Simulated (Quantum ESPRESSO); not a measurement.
Crystal: HfIn4SiO6.

```
Hf In Si O
1.0
     5.27743    0.00000    0.00000
    -2.63872    4.57039    0.00000
     0.00000    0.00000   10.55905
Hf In Si O
1 4 1 6
Cartesian
  0.0000 0.0000 0.0000
  0.0000 3.0469 3.2148
  0.0000 3.0469 7.3442
  2.6387 1.5234 8.3331
  2.6387 1.5234 2.2260
  0.0000 3.0469 0.0000
  0.6361 1.6984 9.5002
  1.4859 3.1703 1.0589
  0.8498 4.2720 9.5002
  -0.6360 1.6984 1.0589
  -1.4858 3.1703 9.5002
  -0.8498 4.2720 1.0589
```

The cell was built by a generator and needn't be a form met in nature.

Base run:

| Property | Result |
| --- | --- |
| Program | Quantum ESPRESSO 7.5 |
| Functional | PBEsol |
| Potentials or basis | SG15 PBE 1.2 |
| Cutoff | 1197 eV |
| Density cutoff | 4789 eV |
| k mesh | 4 × 4 × 2 |
| Occupations | fermi-dirac, width 0.05 eV |
| Spin | no spin polarisation |

Its results: band gap on the k mesh 0.31 eV, indirect (least direct gap 1.64 eV); pressure -2.5 GPa; largest force 0.267 eV/Å.

Problem. The run is repeated on the same cell with these changes: functional from PBEsol to LDA. What comes out?

Solution. Band gap on the k mesh 0.32 eV, indirect (least direct gap 1.58 eV); pressure -4.8 GPa; largest force 0.489 eV/Å.

LDA binds more tightly than PBEsol, so the same cell stands under less pressure.

Caveats: the potentials were made for another functional, which shifts forces and pressure; some levels on the path didn't converge; spin-orbit coupling is left out, which moves the levels of the heavy elements; the mesh misses the band edges, which the band path finds closer together.
